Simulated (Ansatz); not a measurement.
# C₇H₈ClN: a ladder of functionals and wavefunction methods

One table from this session's results is given with a row withheld; the runs are named, their logs left out.

Computed with Ansatz 0.2.0, Gaussian basis. Level: functionals in def2-TZVPP, the program's frozen cores in correlated methods.

Plan: LDA (SPW92), PBE-D4, revPBE-D4, BLYP-D4, r2SCAN-D4, B97M-V, PBE0-D4, B3LYP-D4, r2SCANh-D4, r2SCAN0-D4, HSE06-D4, BHLYP-D4, CAM-B3LYP-D4, LC-ωPBE, ωB97X-V, ωB97M-V, B2PLYP, PBE-QIDH; CCSD(T)/def2-SVP; CCSD(T)/def2-TZVPP; MP2/def2-QZVPP; extrapolation to the limit; RPA on PBE.

1 further run of the same task is left out (it didn't finish). Runs told in other sessions of the task aren't counted.

### The geometry

An earlier PBE0-D4 in a triple-zeta def2 set relaxation fixed the geometry.

SMILES `Cc1ccc(N)cc1Cl`, 17 atoms, charge 0, spin multiplicity 1.

Atoms are counted from 1 here; the program's logs count them from 0.

Bond lengths: C1–C2 1.494 Å, C1–H10 1.093 Å, C1–H11 1.091 Å, C1–H12 1.093 Å, C2–C3 1.392 Å, C2–C8 1.392 Å, C3–C4 1.382 Å, C3–H13 1.085 Å, C4–C5 1.394 Å, C4–H14 1.085 Å, C5–N6 1.385 Å, C5–C7 1.393 Å, N6–H15 1.007 Å, N6–H16 1.007 Å, C7–C8 1.383 Å, C7–H17 1.084 Å, C8–Cl9 1.733 Å. Angles: C2–C1–H10 111.5°, C2–C1–H11 110.4°, C2–C1–H12 111.5°, H10–C1–H11 108.3°, H10–C1–H12 106.7°, H11–C1–H12 108.2°, C1–C2–C3 121.7°, C1–C2–C8 122.5°, C3–C2–C8 115.8°, C2–C3–C4 122.7°, C2–C3–H13 118.4°, C4–C3–H13 118.9°, C3–C4–C5 120.3°, C3–C4–H14 119.9°, C5–C4–H14 119.7°, C4–C5–N6 121.1°, C4–C5–C7 118.2°, N6–C5–C7 120.6° and more.

Geometry (Å):

```
C     2.52840   -0.92255   -0.09209
C     1.11882   -0.42841   -0.05298
C     0.32997   -0.37463   -1.19812
C    -0.97559    0.07888   -1.18428
C    -1.55936    0.50871    0.00690
N    -2.88358    0.91238    0.05059
C    -0.79207    0.46567    1.16912
C     0.51135    0.00651    1.12188
Cl    1.41257   -0.01850    2.60202
H     3.23120   -0.15744    0.24852
H     2.80290   -1.21086   -1.10750
H     2.66713   -1.78968    0.55920
H     0.76179   -0.70259   -2.13806
H    -1.55188    0.09710   -2.10317
H    -3.13000    1.50791    0.82375
H    -3.26210    1.24140   -0.82211
H    -1.20953    0.78610    2.11634
```

Set-up of the first run:

Contents of in.yaml:

```yaml
crystal:
  periodic: [false, false, false]
  atoms:
    - {symbol: C, position_ang: [2.528398, -0.922553, -0.092091]}
    - {symbol: C, position_ang: [1.118825, -0.428411, -0.052984]}
    - {symbol: C, position_ang: [0.329966, -0.374629, -1.198121]}
    - {symbol: C, position_ang: [-0.975589, 0.078877, -1.184277]}
    - {symbol: C, position_ang: [-1.559362, 0.508709, 0.006897]}
    - {symbol: N, position_ang: [-2.883584, 0.912384, 0.050586]}
    - {symbol: C, position_ang: [-0.792068, 0.465673, 1.169120]}
    - {symbol: C, position_ang: [0.511347, 0.006511, 1.121876]}
    - {symbol: Cl, position_ang: [1.412570, -0.018504, 2.602024]}
    - {symbol: H, position_ang: [3.231200, -0.157437, 0.248518]}
    - {symbol: H, position_ang: [2.802898, -1.210857, -1.107505]}
    - {symbol: H, position_ang: [2.667130, -1.789677, 0.559198]}
    - {symbol: H, position_ang: [0.761785, -0.702588, -2.138061]}
    - {symbol: H, position_ang: [-1.551877, 0.097098, -2.103171]}
    - {symbol: H, position_ang: [-3.130001, 1.507911, 0.823753]}
    - {symbol: H, position_ang: [-3.262098, 1.241397, -0.822107]}
    - {symbol: H, position_ang: [-1.209531, 0.786097, 2.116337]}
basis:
  gaussian: {orbitals: def2-TZVPP}
hamiltonian: {xc: lda}
output: {orbitals: {seedname: orbitals}}
```

Launch:

```bash
$ ansatz run in.yaml --threads 2 --pin off --events-out ev --progress --plain --max-ram 22528MiB --backend cuda --devices 0, --max-vram 18GiB
```

Among the steps run: LDA; PBE-D4 (GGA); revPBE-D4 (GGA); BLYP-D4 (GGA); r2SCAN-D4 (meta-GGA); B97M-V (meta-GGA); B3LYP-D4 (hybrid); r2SCANh-D4 (hybrid); r2SCAN0-D4 (hybrid); HSE06-D4 (hybrid); BHLYP-D4 (hybrid); CAM-B3LYP-D4 (range-separated); LC-ωPBE (range-separated); ωB97X-V (range-separated); ωB97M-V (range-separated); B2PLYP (double hybrid); PBE-QIDH (double hybrid).

One of the session's tables, all rows but one given; the rest of the session is left out.

It belongs to the step «Orbital energies across the functionals». 

| functional | HOMO (eV) | gap (eV) |
| --- | --- | --- |
| LDA (SPW92) | -5.15 | 3.74 |
| PBE-D4 | -4.97 | 3.81 |
| revPBE-D4 | -4.91 | 3.83 |
| BLYP-D4 | -4.81 | 3.80 |
| r2SCAN-D4 | -5.15 | 4.13 |
| B97M-V | -5.16 | 4.21 |
| PBE0-D4 | -5.99 | 5.67 |
| B3LYP-D4 | -5.79 | 5.29 |
| r2SCANh-D4 | -5.53 | 4.82 |
| r2SCAN0-D4 | -6.11 | 5.87 |
| HSE06-D4 | -5.60 | 4.91 |
| BHLYP-D4 | ? | ? |
| CAM-B3LYP-D4 | -7.18 | 7.91 |
| LC-ωPBE | -8.41 | 10.15 |
| ωB97X-V | -8.09 | 9.82 |
| ωB97M-V | -8.02 | 9.67 |

Q: Estimate the row for BHLYP-D4 from the others.

Worked estimate for «HOMO (eV)». Against the share of exact exchange, BLYP-D4 (0, -4.81), B3LYP-D4 (0.2, -5.79) give a slope of -4.90 per unit share; at 0.5 the line stands at -7.26.

The run gave: HOMO (eV): -6.84; gap (eV): 7.51. In «HOMO (eV)» the line misses by -0.42.
